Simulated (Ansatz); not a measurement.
Task: a relaxation of cell and ions of Rb2SnF6, space group Fm-3m, with Ansatz's Python interface. Give the script and its output. Level of theory: LDA, PAW, the default cutoff (420 eV here), 3×3×3 k-points, Fermi-Dirac smearing of 0.1 eV.

```
Rb Sn F
1.0
     0.00000    4.35303    4.35303
     4.35303    0.00000    4.35303
     4.35303    4.35303    0.00000
Rb Sn F
2 1 6
Direct
  0.25000 0.25000 0.25000
  0.75000 0.75000 0.75000
  0.00000 0.00000 0.00000
  0.77286 0.22714 0.22714
  0.22714 0.77286 0.77286
  0.22714 0.77286 0.22714
  0.77286 0.22714 0.77286
  0.22714 0.22714 0.77286
  0.77286 0.77286 0.22714
```

Script `run_vcrelax.py`:
```python
# -*- coding: utf-8 -*-
"""Variable-cell relaxation of Rb2SnF6."""

from dataclasses import dataclass
import json

import ansatz
from ase import Atoms
from ase.data import atomic_numbers
import numpy as np
import spglib


@dataclass
class RunConfig:
    filling: str = "Fermi-Dirac"
    kgrid: tuple[int, ...] = (3, 3, 3)
    tolerance: float = 1e-07


opts = RunConfig()

def edges_and_angles(cell):
    cell = np.asarray(cell)
    a, b, c = np.linalg.norm(cell, axis=1)
    cosines = cell[1] @ cell[2] / (b * c), cell[0] @ cell[2] / (a * c), cell[0] @ cell[1] / (a * b)
    return (a, b, c, *np.degrees(np.arccos(cosines)))

atoms = Atoms(
    ["Rb", "Rb", "Sn", "F", "F", "F", "F", "F", "F"],
    scaled_positions=[
        (0.25, 0.25, 0.25),
        (0.75, 0.75, 0.75),
        (0.0, 0.0, 0.0),
        (0.772863, 0.227137, 0.227137),
        (0.227137, 0.772863, 0.772863),
        (0.227137, 0.772863, 0.227137),
        (0.772863, 0.227137, 0.772863),
        (0.227137, 0.227137, 0.772863),
        (0.772863, 0.772863, 0.227137),
    ],
    cell=[
        (0.0, 4.353028, 4.353028),
        (4.353028, 0.0, 4.353028),
        (4.353028, 4.353028, 0.0),
    ],
    pbc=True,
)
structure = ansatz.Crystal.from_ase(atoms)

# a pressure is positive in compression
model = (
    structure.calculation()
    .occupations(opts.filling)
    .functional(ansatz.Functional.LDA)
    .kpoints(*opts.kgrid)
    .scf(tolerance=opts.tolerance)
    .relax(pressure=-2, stress_tolerance=0.05)
    .density_of_states(method="smearing", broadening_width=0.2, nscf_kmesh_spacing=0.16)
    .band_table()
)
outcome = model.run(events_out="stream.ndjson")
with open("stream.ndjson") as stream:
    events = [json.loads(line) for line in stream]
steps = [e["data"] for e in events if e["event"] == "relax_step"]
report = outcome.report
for s in steps:
    flag = "" if s["accepted"] else "  (rejected)"
    print("step %2d  E = %.5f eV  largest force component = %.4f eV/A%s" % (s["step"], s["lagrangian_ev"], s["allowed_force_max_ev_ang"], flag))

first, last = steps[0], steps[-1]
symbols = [site.symbol for site in outcome.lattice.sites]
print(f"energy gained {first['lagrangian_ev'] - last['lagrangian_ev']:.4f} eV in {len(steps) - 1} steps")
for label, vectors in (("before", first["cell_ang"]), ("after", outcome.lattice.cell_ang)):
    print(label, "a b c (A) {:.4f} {:.4f} {:.4f}  angles {:.2f} {:.2f} {:.2f}".format(*edges_and_angles(vectors)), f" V = {abs(np.linalg.det(vectors)):.3f} A^3")
print("final stress xx yy zz (GPa, compression positive):", np.round(np.diag(report["stress_gpa"]), 3) + 0.0)

print("relaxed fractional positions")
for site in outcome.lattice.sites:
    print(f"  {site.symbol:2s}", " ".join(f"{v % 1:8.5f}" for v in np.round(site.position_frac, 5)))

fractions = [site.position_frac for site in outcome.lattice.sites]
numbers = [atomic_numbers[s] for s in symbols]
for tolerance in (1e-3, 1e-2, 1e-1):
    print(f"space group at {tolerance} A:", spglib.get_spacegroup((outcome.lattice.cell_ang, fractions, numbers), symprec=tolerance))

energy = report["free_energy_ev"]
print("Rb2SnF6: {:.6f} eV = {:.6f} Ry = {:.6f} Ha".format(energy, energy / 13.605693, energy / 27.211386))
print("Fermi level {:.4f} eV, {} k-points, {} symmetry operations".format(report["fermi_energy_ev"], report["n_kpoints"], report["n_symmetry_ops"]))

dos = outcome.density_of_states()
energy = np.asarray(dos.energies_ev) - dos.fermi_ev
top = min(levels[-1] for levels in report["eigenvalues_ev"]) - dos.fermi_ev  # the computed bands end here
for spin, channel in enumerate(dos.channels):
    g = np.asarray(channel.g_bin_mean_per_ev)
    peak = np.where(np.abs(energy) < 8, g, 0).argmax()
    print(f"channel {spin}: g(E_F) = {np.interp(0.0, energy, g):.3f} states/eV, highest peak within 8 eV {g[peak]:.2f} at {energy[peak]:.2f} eV")
grid = np.arange(-8, min(4, top), 0.5)
columns = [grid] + [np.interp(grid, energy, ch.g_bin_mean_per_ev) for ch in dos.channels]
np.savetxt("dos_rb2snf6.dat", np.column_stack(columns), fmt="%.3f", header="E-EF (eV), states/eV by channel")
```

Output of `python run_vcrelax.py`:
```text
DeckWarning: basis.ecutwfc = 420 eV, auto-derived from the records' recommended cutoffs: set by Rb (normal level)
DeckWarning: relax.cell: scf.convergence.dr2_threshold = 1e-7 eV (the SCF's general default) is looser than the 9e-10 eV advised for a relaxation that steers and ends on the stress (1e-10 eV for each [...]
step  1  E = -16991.25035 eV  largest force component = 0.2640 eV/A
step  2  E = -16991.21265 eV  largest force component = 0.0140 eV/A
step  3  E = -16991.22354 eV  largest force component = 0.0005 eV/A
step  4  E = -16991.23051 eV  largest force component = 0.0007 eV/A
step  5  E = -16991.21602 eV  largest force component = 0.0008 eV/A
step  6  E = -16991.22110 eV  largest force component = 0.0009 eV/A
energy gained -0.0292 eV in 5 steps
before a b c (A) 6.1561 6.1561 6.1561  angles 60.00 60.00 60.00  V = 164.970 A^3
after a b c (A) 6.1960 6.1960 6.1960  angles 60.00 60.00 60.00  V = 168.199 A^3
final stress xx yy zz (GPa, compression positive): [-1.958 -1.958 -1.958]
relaxed fractional positions
  Rb  0.25000  0.25000  0.25000
  Rb  0.75000  0.75000  0.75000
  Sn  0.00000  0.00000  0.00000
  F   0.77570  0.22430  0.22430
  F   0.22430  0.77570  0.77570
  F   0.22430  0.77570  0.22430
  F   0.77570  0.22430  0.77570
  F   0.22430  0.22430  0.77570
  F   0.77570  0.77570  0.22430
space group at 0.001 A: Fm-3m (225)
space group at 0.01 A: Fm-3m (225)
space group at 0.1 A: Fm-3m (225)
Rb2SnF6: -16991.221098 eV = -1248.831728 Ry = -624.415864 Ha
Fermi level 3.2495 eV, 4 k-points, 48 symmetry operations
channel 0: g(E_F) = 0.000 states/eV, highest peak within 8 eV 34.70 at -3.61 eV
```
(Warnings from the package without file and line, shortened.)

File `dos_rb2snf6.dat` afterwards:
```text
# E-EF (eV), states/eV by channel
-8.000 4.605
-7.500 0.092
-7.000 0.000
-6.500 0.000
-6.000 0.155
-5.500 14.400
-5.000 0.115
-4.500 4.053
-4.000 10.705
-3.500 30.396
-3.000 10.374
-2.500 0.002
-2.000 0.000
-1.500 0.000
-1.000 0.000
-0.500 0.000
0.000 0.000
0.500 0.000
1.000 0.000
1.500 0.000
2.000 0.000
2.500 0.066
3.000 0.570
3.500 1.808
```

Reading the output:
- Total energies depend on the potentials; only differences at equal settings carry meaning. A total without «per atom» is that of the cell as typed.
- Along an axis with an odd division the mesh misses the point at one half; a gap read on a finite mesh is an upper bound on this functional's gap.
- Semilocal gaps usually lie well under measured ones.
- Part of the cell is held or a pressure is applied, so the end point needn't be the zero-pressure lattice.
- At a fixed pressure a relaxation lowers the enthalpy F + PV, while F alone can rise.
- Only differences from the Fermi energy are physical; the zero of the scale is a convention.
- Energies along a relaxation are free energies. Rows at an unchanged volume are solved on a plane-wave basis chosen afresh for that cell, so the energy jumps there and such rows are no steps of the walk.
- Edges and angles are those of the cell as typed, here a primitive one, not of the conventional cell.
- Symmetry holds the cell in this phase, whether or not it is the stable one at this pressure.
- In a crystal with a gap the Fermi level's place inside it depends on smearing and mesh.
- The crystal has a gap of about 5.59 eV on the mesh; any density of states at or just above the Fermi level is the tail of the broadening.
- The structure comes from a database of computed cells and needn't be a stable or known phase.
- The computed bands are complete only to about 8.8 eV above the Fermi level; beyond that the density of states is undercounted.
- It ran for 15 s on 1 thread of Arm Neoverse V2, on a shared host, peak memory 0.48 GiB.

(A comment or docstring line of the script was reworded after the run, the code is as it ran; lines on the test bed's own set-up are left out of the output.)
